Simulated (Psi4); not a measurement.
**A workflow on CH3F2Si (SMILES C[Si](F)F)**

Wanted: a structure relaxation (doublet CH3F2Si, UB3LYP/def2-SVPD), then a single-point energy (singlet CH3F2Si+, B3LYP/def2-SVPD), then a structure relaxation (singlet CH3F2Si+, B3LYP/def2-SVPD), then a single-point energy (singlet CH3F2Si−, B3LYP/def2-SVPD), then a geometry optimisation (singlet CH3F2Si−, B3LYP/def2-SVPD) of CH3F2Si. 

The calculation is run with Psi4 1.11.

**1. The system as given**

CH3F2Si has 7 atoms, charge 0, and is taken as a doublet. As SMILES, `C[Si](F)F`. The shape is that of a PBE0-D4/def2-TZVP optimisation. The run starts from this shape.

Bond lengths: C1–Si2 1.860 Å, Si2–F3 1.598 Å, Si2–F4 1.598 Å, C1–H5 1.091 Å, C1–H6 1.091 Å, C1–H7 1.094 Å. Angles: C1–Si2–F3 108.7°, C1–Si2–F4 108.7°, F3–Si2–F4 106.1°, Si2–C1–H5 110.5°, Si2–C1–H6 110.5°, Si2–C1–H7 108.7°, H5–C1–H6 109.0°, H5–C1–H7 109.0°, H6–C1–H7 109.0°.

**2. A geometry optimisation at UB3LYP/def2-SVPD (density fitting) (run 1)**

ch3f2si.xyz reads:

```xyz
7
CH3F2Si
C     -0.274200     0.729000    -0.218000
Si     0.785100    -0.790400    -0.045500
F      1.077400    -1.037600     1.505800
F     -0.050900    -2.056800    -0.546000
H     -0.539200     0.893800    -1.263500
H      0.252700     1.607700     0.157300
H     -1.189800     0.586300     0.364200
```

run.py reads:

```python
import psi4

psi4.set_memory(1600000000)
psi4.set_num_threads(1)
psi4.core.set_output_file('ch3f2si.out', False)

with open('ch3f2si.xyz') as f:
    atoms = ''.join(f.readlines()[2:])
molecule = psi4.geometry('0 2\n' + atoms + 'symmetry c1')

psi4.set_options({
    'reference': 'uks',
})

e = psi4.optimize('b3lyp/def2-SVPD', molecule=molecule)
print('E =', round(e, 9))
molecule.save_xyz_file('final.xyz', False)
```

Launch:

```console
python run.py
```

ch3f2si.out:

```text
[...]
  Running in c1 symmetry.
[...]
  Nuclear repulsion =  171.902832672128625
[...]
  Multiplicity = 2
[...]
  Nalpha       = 21
  Nbeta        = 20
[...]
    Number of basis functions: 114
[...]
   @DF-UKS iter   1:  -528.63059777388446   -2.33400e-01   7.25711e-03 DIIS/ADIIS
[...]
   @DF-UKS iter   8:  -528.93439380800521   -3.41061e-13   4.06909e-09 DIIS
[...]
   @S^2 Observed:                7.514864909E-01
[...]
  @DF-UKS Final Energy:  -528.93439380800521
   => Energetics <=
    Nuclear Repulsion Energy =            168.3736362230141879
    One-Electron Energy =               -1067.3508535831820154
    Two-Electron Energy =                 409.1055783737381262
    DFT Exchange-Correlation Energy =     -39.0627548215754743
    Empirical Dispersion Energy =           0.0000000000000000
    VV10 Nonlocal Energy =                  0.0000000000000000
    Total Energy =                       -528.9343938080052112
[...]
  -Total Gradient:
     Atom            X                  Y                   Z
    ------   -----------------  -----------------  -----------------
       1       -0.000003505334    -0.000043877687     0.000027904086
       2        0.000021619047     0.000096170581    -0.000058831339
       3        0.000077459737     0.000059078549    -0.000071005602
       4        0.000076464976     0.000059225177    -0.000074669440
       5       -0.000028143068     0.000062637233    -0.000022214701
       6       -0.000027765182     0.000069732444    -0.000017856705
       7       -0.000003684341     0.000055260295    -0.000022585979
[...]
```

The script printed:

```text
Some dependencies such as QCElemental have not yet finished migration to pydantic v2. If issues are encountered please downgrade pydantic or upgrade QCElemental as appropriate
	Previous geometry is closer to target in internal coordinates, so using that one.

	Best geometry has RMS(Delta(q)) = 2.05e-06

	Previous geometry is closer to target in internal coordinates, so using that one.

	Best geometry has RMS(Delta(q)) = 2.14e-07

Optimizer: Optimization complete!
E = -528.934393808
```

Run time: 2.4 min. Hardware: 1 thread of AMD EPYC, shared host; peak memory 0.73 GiB.

Steps, from the record of the run:

| step | energy from the first frame kept (eV) | largest force (eV/Å) |
| --- | --- | --- |
| 0 | 0.0000 | 1.7377 |
| 1 | -0.0672 | 0.5952 |
| 2 | -0.0744 | 0.0592 |
| 3 | -0.0746 | 0.0122 |
| 4 | -0.0746 | 0.0063 |

After the run. Bond lengths: C1–Si2 1.878 Å, Si2–F3 1.644 Å, Si2–F4 1.644 Å, C1–H5 1.099 Å, C1–H6 1.099 Å, C1–H7 1.102 Å. Angles: C1–Si2–F3 108.4°, C1–Si2–F4 108.4°, F3–Si2–F4 105.3°, Si2–C1–H5 110.5°, Si2–C1–H6 110.5°, Si2–C1–H7 108.3°, H5–C1–H6 109.1°, H5–C1–H7 109.2°, H6–C1–H7 109.2°.

**3. The singlet cation: the energy at B3LYP/def2-SVPD (density fitting) (run 2)**

job.py reads:

```python
import psi4

psi4.set_memory(1600000000)
psi4.set_num_threads(1)
psi4.set_output_file('run.log', False)

m = psi4.geometry("""
1 1
C     -0.281250     0.748808    -0.224214
Si     0.796206    -0.780545    -0.057673
F      1.087539    -1.039933     1.539188
F     -0.071371    -2.084469    -0.556898
H     -0.550497     0.917853    -1.276064
H      0.244572     1.634545     0.158441
H     -1.199985     0.591562     0.363570
symmetry c1
""")

psi4.set_options({
    'basis': 'def2-SVPD',
})

E = psi4.energy("b3lyp")
print('E =', round(E, 9))
```

Launch:

```console
python job.py
```

run.log:

```text
[...]
  Running in c1 symmetry.
[...]
  Nuclear repulsion =  168.373667151492356
[...]
  Multiplicity = 1
[...]
  Nalpha       = 20
  Nbeta        = 20
[...]
    Number of basis functions: 114
[...]
   @DF-RKS iter   1:  -528.28421591981851    1.77712e-02   6.96540e-03 DIIS/ADIIS
[...]
   @DF-RKS iter   8:  -528.59409474787321   -2.40430e-07   9.56766e-07 DIIS
[...]
  @DF-RKS Final Energy:  -528.59409474787321
   => Energetics <=
    Nuclear Repulsion Energy =            168.3736671514923557
    One-Electron Energy =               -1056.5775074270654841
    Two-Electron Energy =                 398.3807882508444322
    DFT Exchange-Correlation Energy =     -38.7710427231445180
    Empirical Dispersion Energy =           0.0000000000000000
    VV10 Nonlocal Energy =                  0.0000000000000000
    Total Energy =                       -528.5940947478732141
[...]
 Multipole Moments:
 ------------------------------------------------------------------------------------
     Multipole            Electronic (a.u.)      Nuclear  (a.u.)        Total (a.u.)
 ------------------------------------------------------------------------------------
 L = 1.  Multiply by 2.5417464519 to convert [e a0] to [Debye]
 Dipole X            :          3.2093669           -2.7821703            0.4271966
 Dipole Y            :         -5.0703498            6.6854132            1.6150634
 Dipole Z            :          0.7528087           -1.7938741           -1.0410654
 Magnitude           :                                                    1.9684369
[...]
```

Standard output:

```text
E = -528.594094748
```

Run time: 15 s. Hardware: 1 thread of AMD EPYC, shared host; peak memory 0.67 GiB.

**4. The singlet cation: a geometry optimisation at B3LYP/def2-SVPD (density fitting) (run 3)**

calc.inp reads:

```
memory 1600 mb

molecule mol {
  1 1
  C     -0.281250     0.748808    -0.224214
  Si     0.796206    -0.780545    -0.057673
  F      1.087539    -1.039933     1.539188
  F     -0.071371    -2.084469    -0.556898
  H     -0.550497     0.917853    -1.276064
  H      0.244572     1.634545     0.158441
  H     -1.199985     0.591562     0.363570
  symmetry c1
}

set globals {
  basis def2-SVPD
  geom_maxiter 50
}

opt('b3lyp')
```

Launch:

```console
psi4 calc.inp calc.out -n 1
```

calc.out:

```text
[...]
  Running in c1 symmetry.
[...]
  Nuclear repulsion =  168.373667151492356
[...]
  Multiplicity = 1
[...]
  Nalpha       = 20
  Nbeta        = 20
[...]
    Number of basis functions: 114
[...]
   @DF-RKS iter   1:  -528.28421591981851    1.77712e-02   6.96540e-03 DIIS/ADIIS
[...]
   @DF-RKS iter   6:  -528.64082387766859   -1.31877e-11   8.02406e-09 DIIS
[...]
  @DF-RKS Final Energy:  -528.64082387766859
   => Energetics <=
    Nuclear Repulsion Energy =            171.8112638332949302
    One-Electron Energy =               -1063.0704083924777024
    Two-Electron Energy =                 401.4533195406261825
    DFT Exchange-Correlation Energy =     -38.8349988591119271
    Empirical Dispersion Energy =           0.0000000000000000
    VV10 Nonlocal Energy =                  0.0000000000000000
    Total Energy =                       -528.6408238776685948
[...]
  -Total Gradient:
     Atom            X                  Y                   Z
    ------   -----------------  -----------------  -----------------
       1        0.000045841879    -0.000146563501     0.000048176073
       2        0.000054765690    -0.000078439673     0.000008828648
       3       -0.000082876557    -0.000005245224     0.000025319605
       4       -0.000066356885     0.000009535033     0.000055433785
       5        0.000000370176    -0.000050896819     0.000010928410
       6        0.000010500569    -0.000042007543     0.000028946343
       7        0.000001162881     0.000035775092    -0.000018992322
[...]
```

On the terminal:

```text
Optimizer: Optimization complete!
```

It took 2 min on 1 thread of AMD EPYC, shared host; peak memory 0.73 GiB.

The path in brief:

| step | energy from the first frame kept (eV) | largest force (eV/Å) |
| --- | --- | --- |
| 0 | 0.0000 | 5.1936 |
| 1 | -0.8143 | 2.7207 |
| 2 | -1.1406 | 0.8644 |
| 3 | -1.2393 | 0.2226 |
| 4 | -1.2683 | 0.2309 |
| 5 | -1.2710 | 0.1224 |
| 6 | -1.2715 | 0.0155 |
| 7 | -1.2716 | 0.0083 |

After the run. Bond lengths: C1–Si2 1.813 Å, Si2–F3 1.573 Å, Si2–F4 1.573 Å, C1–H5 1.101 Å, C1–H6 1.101 Å, C1–H7 1.106 Å. Angles: C1–Si2–F3 123.5°, C1–Si2–F4 123.5°, F3–Si2–F4 113.0°, Si2–C1–H5 109.6°, Si2–C1–H6 109.6°, Si2–C1–H7 108.0°, H5–C1–H6 111.8°, H5–C1–H7 109.0°, H6–C1–H7 108.9°.

**5. The singlet anion: a single-point energy at B3LYP/def2-SVPD (density fitting) (run 4)**

ch3f2si.py reads:

```python
import psi4

psi4.set_memory(1600000000)
psi4.set_num_threads(1)
psi4.core.set_output_file('output.dat', False)

molecule = psi4.geometry("""
-1 1
C     -0.281250     0.748808    -0.224214
Si     0.796206    -0.780545    -0.057673
F      1.087539    -1.039933     1.539188
F     -0.071371    -2.084469    -0.556898
H     -0.550497     0.917853    -1.276064
H      0.244572     1.634545     0.158441
H     -1.199985     0.591562     0.363570
symmetry c1
""")

energy_value, wavefunction = psi4.energy('b3lyp/def2-SVPD', return_wfn=True)
print(f'b3lyp/def2-SVPD energy: {energy_value:.10f} Eh')
```

Launch:

```console
python ch3f2si.py
```

output.dat:

```text
[...]
  Running in c1 symmetry.
[...]
  Nuclear repulsion =  168.373667151492356
[...]
  Multiplicity = 1
[...]
  Nalpha       = 21
  Nbeta        = 21
[...]
    Number of basis functions: 114
[...]
   @DF-RKS iter   1:  -528.58052012108851   -2.78533e-01   7.91104e-03 ADIIS/DIIS
[...]
   @DF-RKS iter   8:  -528.97509731516448   -2.32112e-07   7.85948e-07 DIIS
[...]
  @DF-RKS Final Energy:  -528.97509731516448
   => Energetics <=
    Nuclear Repulsion Energy =            168.3736671514923557
    One-Electron Energy =               -1076.5629715052618849
    Two-Electron Energy =                 418.4763123700389542
    DFT Exchange-Correlation Energy =     -39.2621053314339221
    Empirical Dispersion Energy =           0.0000000000000000
    VV10 Nonlocal Energy =                  0.0000000000000000
    Total Energy =                       -528.9750973151644757
[...]
 Multipole Moments:
 ------------------------------------------------------------------------------------
     Multipole            Electronic (a.u.)      Nuclear  (a.u.)        Total (a.u.)
 ------------------------------------------------------------------------------------
 L = 1.  Multiply by 2.5417464519 to convert [e a0] to [Debye]
 Dipole X            :          1.7370362           -2.7821703           -1.0451341
 Dipole Y            :         -6.4308614            6.6854132            0.2545518
 Dipole Z            :          2.2448840           -1.7938741            0.4510099
 Magnitude           :                                                    1.1664098
[...]
```

The script printed:

```text
b3lyp/def2-SVPD energy: -528.9750973152 Eh
```

Wall time 14 s (1 thread of AMD EPYC, shared host); peak memory 0.68 GiB.

**6. The singlet anion: a structure relaxation at B3LYP/def2-SVPD (density fitting) (run 5)**

job.inp reads:

```
memory 1.6 GB

molecule geom {
  -1 1
  C     -0.281250     0.748808    -0.224214
  Si     0.796206    -0.780545    -0.057673
  F      1.087539    -1.039933     1.539188
  F     -0.071371    -2.084469    -0.556898
  H     -0.550497     0.917853    -1.276064
  H      0.244572     1.634545     0.158441
  H     -1.199985     0.591562     0.363570
  symmetry c1
}

set {
  basis        def2-SVPD
  reference    rks
  geom_maxiter 50
}

result, w = optimize("b3lyp", return_wfn=True)
```

Launch:

```console
psi4 -i job.inp -o job.out -n 1
```

job.out:

```text
[...]
  Running in c1 symmetry.
[...]
  Nuclear repulsion =  168.373667151492356
[...]
  Multiplicity = 1
[...]
  Nalpha       = 21
  Nbeta        = 21
[...]
    Number of basis functions: 114
[...]
   @DF-RKS iter   1:  -528.58052012108851   -2.78533e-01   7.91104e-03 DIIS/ADIIS
[...]
   @DF-RKS iter   6:  -529.00101533793224   -3.01270e-11   8.88882e-09 DIIS
[...]
  @DF-RKS Final Energy:  -529.00101533793224
   => Energetics <=
    Nuclear Repulsion Energy =            163.9455253232495124
    One-Electron Energy =               -1068.4803512506846346
    Two-Electron Energy =                 414.7554009684857306
    DFT Exchange-Correlation Energy =     -39.2215903789828957
    Empirical Dispersion Energy =           0.0000000000000000
    VV10 Nonlocal Energy =                  0.0000000000000000
    Total Energy =                       -529.0010153379322446
[...]
  -Total Gradient:
     Atom            X                  Y                   Z
    ------   -----------------  -----------------  -----------------
       1        0.000002670453    -0.000031192601     0.000014661141
       2       -0.000016698089     0.000132478932    -0.000056787528
       3       -0.000023738776     0.000003215576     0.000036933254
       4       -0.000042106205    -0.000013080685     0.000004245322
       5        0.000014636672     0.000011080380    -0.000016039951
       6        0.000015914859     0.000012796176    -0.000013132637
       7       -0.000021375153     0.000056080907    -0.000016210242
[...]
```

On the terminal:

```text
Optimizer: Optimization complete!
```

It took 1.7 min on 1 thread of AMD EPYC, shared host; peak memory 0.75 GiB.

Steps, from the record of the run:

| step | energy from the first frame kept (eV) | largest force (eV/Å) |
| --- | --- | --- |
| 0 | 0.0000 | 5.2280 |
| 1 | -0.6300 | 1.4592 |
| 2 | -0.6973 | 0.4007 |
| 3 | -0.7044 | 0.1027 |
| 4 | -0.7051 | 0.0270 |
| 5 | -0.7052 | 0.0063 |
| 6 | -0.7053 | 0.0075 |

After the run. Bond lengths: C1–Si2 1.958 Å, Si2–F3 1.737 Å, Si2–F4 1.737 Å, C1–H5 1.105 Å, C1–H6 1.105 Å, C1–H7 1.106 Å. Angles: C1–Si2–F3 95.9°, C1–Si2–F4 95.9°, F3–Si2–F4 97.0°, Si2–C1–H5 110.6°, Si2–C1–H6 110.6°, Si2–C1–H7 111.1°, H5–C1–H6 107.6°, H5–C1–H7 108.4°, H6–C1–H7 108.4°.

**7. What came out**

| quantity | value |
| --- | --- |
| run 1, UB3LYP/def2-SVPD: total energy at the end | -528.93439 Eh |
| run 1, UB3LYP/def2-SVPD: dipole moment | 2.57 D |
| run 1, UB3LYP/def2-SVPD: HOMO energy (highest over α and β) | -6.59 eV |
| run 1, UB3LYP/def2-SVPD: LUMO energy (lowest over α and β) | -3.29 eV |
| run 1, UB3LYP/def2-SVPD: ⟨S²⟩ | 0.751 |
| singlet cation, run 2: total energy | -528.59409 Eh |
| singlet cation, run 2: HOMO energy | -17.20 eV |
| singlet cation, run 2: LUMO energy | -11.77 eV |
| singlet cation, run 2: HOMO–LUMO gap | 5.42 eV |
| singlet cation, run 3: total energy at the end | -528.64082 Eh |
| singlet cation, run 3: HOMO energy | -17.58 eV |
| singlet cation, run 3: LUMO energy | -8.61 eV |
| singlet cation, run 3: HOMO–LUMO gap | 8.96 eV |
| singlet anion, run 4: total energy | -528.97510 Eh |
| singlet anion, run 4: HOMO energy | 1.00 eV |
| singlet anion, run 4: LUMO energy | 4.48 eV |
| singlet anion, run 4: HOMO–LUMO gap (to an unbound level, set by the basis) | 3.49 eV |
| singlet anion, run 5: total energy at the end | -529.00102 Eh |
| singlet anion, run 5: HOMO energy | -0.15 eV |
| singlet anion, run 5: LUMO energy | 4.57 eV |
| singlet anion, run 5: HOMO–LUMO gap (to an unbound level, set by the basis) | 4.72 eV |
| adiabatic electron affinity (to the singlet anion, no zero-point term) | 1.813 eV |
| adiabatic ionisation energy (to the singlet cation, no zero-point term) | 7.988 eV |

What this shows: The adiabatic electron affinity (to the singlet anion, no zero-point term) is 1.81 eV (42 kcal/mol). The adiabatic ionisation energy (to the singlet cation, no zero-point term) is 7.99 eV (771 kJ/mol). The optimisation (run 1, UB3LYP/def2-SVPD) took 5 steps and changed the energy by -0.075 eV. The optimisation (singlet cation, run 3) took 8 steps and changed the energy by -1.272 eV. The HOMO (singlet anion, run 4) lies at positive energy, 1.00 eV; only total energies tell whether the electron is bound. The optimisation (singlet anion, run 5) took 7 steps and changed the energy by -0.705 eV.
